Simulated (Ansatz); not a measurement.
# PrGa2Sb3: the cost of one run

Computed with Ansatz 0.2.0 (DFT PBE, scalar-relativistic, plane waves, PAW; 4f electrons in the core of a trivalent norm-conserving potential, unless a step's input says otherwise).

## Step 1: The starting structure

The structure is tetragonal, space group I4/mmm (No. 139). The conventional cell has a = 6.228 Å, b = 6.228 Å, c = 8.623 Å, α = 90.00°, β = 90.00°, γ = 90.00°. Around Pr (site symmetry 4/mmm) lie 4 Ga at 3.11 Å. Around Ga (site symmetry mmm) lie 2 Sb at 2.16 Å. Sb (site symmetry -4m2) has 2 Ga at 2.16 Å as nearest neighbours. Around Sb (site symmetry 4/mmm) lie 4 Ga at 3.11 Å.

Coordinates:

```cif
data_structure
_symmetry_space_group_name_H-M 'P 1'
_symmetry_Int_Tables_number 1
_cell_length_a 6.1629
_cell_length_b 6.1629
_cell_length_c 6.1629
_cell_angle_alpha 119.300
_cell_angle_beta 119.300
_cell_angle_gamma 91.218
_cell_volume 167.23
loop_
_atom_site_label
_atom_site_type_symbol
_atom_site_fract_x
_atom_site_fract_y
_atom_site_fract_z
_atom_site_occupancy
Pr1 Pr 0.50000 0.50000 0.00000 1
Ga1 Ga 0.50000 0.00000 0.50000 1
Ga2 Ga 0.00000 0.50000 0.50000 1
Sb1 Sb 0.75000 0.25000 0.50000 1
Sb2 Sb 0.25000 0.75000 0.50000 1
Sb3 Sb 0.00000 0.00000 0.00000 1
```

The cell is invented: random cell by space group and Wyckoff sites (I4/mmm, No. 139). The dimensions are guesses.

## Step 2: The guess as it stands, on a coarse mesh

input.yaml reads:

```yaml
crystal:
  lattice:
    - [-3.11403774, 3.11403774, 4.31131405]
    - [3.11403774, -3.11403774, 4.31131405]
    - [3.11403774, 3.11403774, -4.31131405]
  atoms:
    - { symbol: Pr, position: [0.5, 0.5, 0.0] }
    - { symbol: Ga, position: [0.5, 0.0, 0.5] }
    - { symbol: Ga, position: [0.0, 0.5, 0.5] }
    - { symbol: Sb, position: [0.75, 0.25, 0.5] }
    - { symbol: Sb, position: [0.25, 0.75, 0.5] }
    - { symbol: Sb, position: [0.0, 0.0, 0.0] }
basis:
  ecutwfc: 660
kpoints:
  mp_grid: { grid: [4, 4, 4] }
hamiltonian:
  xc: pbe
  pseudopotentials:
    kind: paw
    azcp: { Pr: "pseudopotentials/pbe/nc/lanthanide_3plus/Pr.nc.azcp" }
scf:
  occupations: { method: gaussian, width: 0.1 }
  lower_state_search: "off"
output:
  forces: true
  stress: true
  eigenvalues: true
```

Command:

```sh
> ansatz run input.yaml --threads 1 --pin off --max-ram 2560MiB --backend cpu --events-out ev --progress --plain --runs-dir out
```

What time and memory should one allow on 1 thread of Arm Neoverse V1, shared host?

About 17 s, with a peak of 0.57 GiB.
